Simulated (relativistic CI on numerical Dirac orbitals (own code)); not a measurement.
# Er²⁺ (4f12) in crystal fields: levels and magnetism

Aim: the levels, ground state and powder susceptibility of Er²⁺ in 6 parametric crystal fields.

Method: Dirac-Coulomb-Breit CI, KLI orbitals optimised for each configuration, model QED (radiative potential, 1s self-energy scaled to tabulated hydrogen-like ionisation energies), valence Slater integrals scaled by 0.7, one configuration in a parametric crystal field. Code: relativistic CI on numerical Dirac orbitals (own code) version 1.

### Step 1. Starting point

```
ion            : Er²⁺ (Er III)
nuclear charge : 68
electrons      : 66
open shell     : 4f12
Slater scale   : 0.7
field 1 (cm⁻¹) : C2v, B20 = -380, B22 = 10, B40 = -180, B42 = -200, B44 = -240, B60 = -480, B62 = 0, B64 = -350, B66 = -270
field 2 (cm⁻¹) : C2v, B20 = -90, B22 = -130, B40 = -550, B42 = -330, B44 = 290, B60 = 320, B62 = 70, B64 = -190, B66 = -380
field 3 (cm⁻¹) : D3d, B20 = 1220, B40 = 40, B43 = -590, B60 = 320, B63 = -160, B66 = 50
field 4 (cm⁻¹) : D3h, B20 = 50, B40 = -330, B60 = -100, B66 = 330
field 5 (cm⁻¹) : Oh, B40 = 520, B60 = 80
field 6 (cm⁻¹) : D3h, B20 = 680, B40 = -450, B60 = -120, B66 = 450
```

The outer shells:

[Xe] 4f12
```
[Xe] core
4f [↑↓][↑↓][↑↓][↑↓][↑↓][↑ ][↑ ]
```

### Step 2. Field 1: C2v, B20 = -380, B22 = 10, B40 = -180, B42 = -200, B44 = -240, B60 = -480, B62 = 0, B64 = -350, B66 = -270

The run's settings:

```ini
atom Er  Z=68  charge=2  electrons=66
nucleus A=166  rms_radius_fm=5.2516
hamiltonian dirac-coulomb  breit=on  qed=on  c_scale=1
orbitals kli  potential=per-configuration
slater_scale 0.7
correlation none
mixing on
configurations
  [Xe] 4f12
end
crystal_field C2v B20=-380 B22=10 B40=-180 B42=-200 B44=-240 B60=-480 B62=0 B64=-350 B66=-270
```

### Step 3. Field 2: C2v, B20 = -90, B22 = -130, B40 = -550, B42 = -330, B44 = 290, B60 = 320, B62 = 70, B64 = -190, B66 = -380

Changes to the settings of step 2:

```diff
@@ -10,2 +10,2 @@
 end
-crystal_field C2v B20=-380 B22=10 B40=-180 B42=-200 B44=-240 B60=-480 B62=0 B64=-350 B66=-270
+crystal_field C2v B20=-90 B22=-130 B40=-550 B42=-330 B44=290 B60=320 B62=70 B64=-190 B66=-380
```

### Step 4. Field 3: D3d, B20 = 1220, B40 = 40, B43 = -590, B60 = 320, B63 = -160, B66 = 50

Changes to the settings of step 3:

```diff
@@ -10,2 +10,2 @@
 end
-crystal_field C2v B20=-90 B22=-130 B40=-550 B42=-330 B44=290 B60=320 B62=70 B64=-190 B66=-380
+crystal_field D3d B20=1220 B40=40 B43=-590 B60=320 B63=-160 B66=50
```

### Step 5. Field 4: D3h, B20 = 50, B40 = -330, B60 = -100, B66 = 330

Changes to the settings of step 4:

```diff
@@ -10,2 +10,2 @@
 end
-crystal_field D3d B20=1220 B40=40 B43=-590 B60=320 B63=-160 B66=50
+crystal_field D3h B20=50 B40=-330 B60=-100 B66=330
```

### Step 6. Field 5: Oh, B40 = 520, B60 = 80

Changes to the settings of step 5:

```diff
@@ -10,2 +10,2 @@
 end
-crystal_field D3h B20=50 B40=-330 B60=-100 B66=330
+crystal_field Oh B40=520 B60=80
```

### Step 7. Field 6: D3h, B20 = 680, B40 = -450, B60 = -120, B66 = 450

Changes to the settings of step 6:

```diff
@@ -10,2 +10,2 @@
 end
-crystal_field Oh B40=520 B60=80
+crystal_field D3h B20=680 B40=-450 B60=-120 B66=450
```

(Steps that only read results are left out.)

**Question.** What will these runs give? Wanted: ground spin.

The runs gave:

| field | ground state | degeneracy | S | J | first gap (cm⁻¹) | stabilisation (cm⁻¹) | χT at 2 K | χT at 300 K |
| --- | --- | --- | --- | --- | --- | --- | --- | --- |
| 1: C2v | - | 1 | 0.99 | 6.00 | 9 | -144 | 1.747 | 7.069 |
| 2: C2v | - | 1 | 0.99 | 6.00 | 26 | -168 | 0.584 | 7.062 |
| 3: D3d | A1 | 1 | 0.99 | 6.00 | 23 | -298 | 0.816 | 7.025 |
| 4: D3h | - | 1 | 0.99 | 6.00 | 12 | -69 | 1.404 | 7.114 |
| 5: Oh | A1 | 1 | 0.99 | 6.00 | 22 | -86 | 0.888 | 7.113 |
| 6: D3h | - | 1 | 0.99 | 6.00 | 23 | -209 | 0.839 | 7.063 |

χT is in cm³ K/mol; stabilisation counts from the free ion's lowest level; S and J come from the expectation values of their squares.

| quantity | value |
| --- | --- |
| ground spin (effective S from ⟨S²⟩) | 1: 0.99, 2: 0.99, 3: 0.99, 4: 0.99, 5: 0.99, 6: 0.99 |
| χT at 300 K | 7.02 to 7.11 cm³ K/mol |

All fields leave the ground state at S = 1. J stays near 6: the field splits the free-ion level without mixing it much with others. Field 2 leaves a non-degenerate ground state well apart, so χT falls towards zero on cooling. The field is a set of parameters, without covalency or charge transfer.
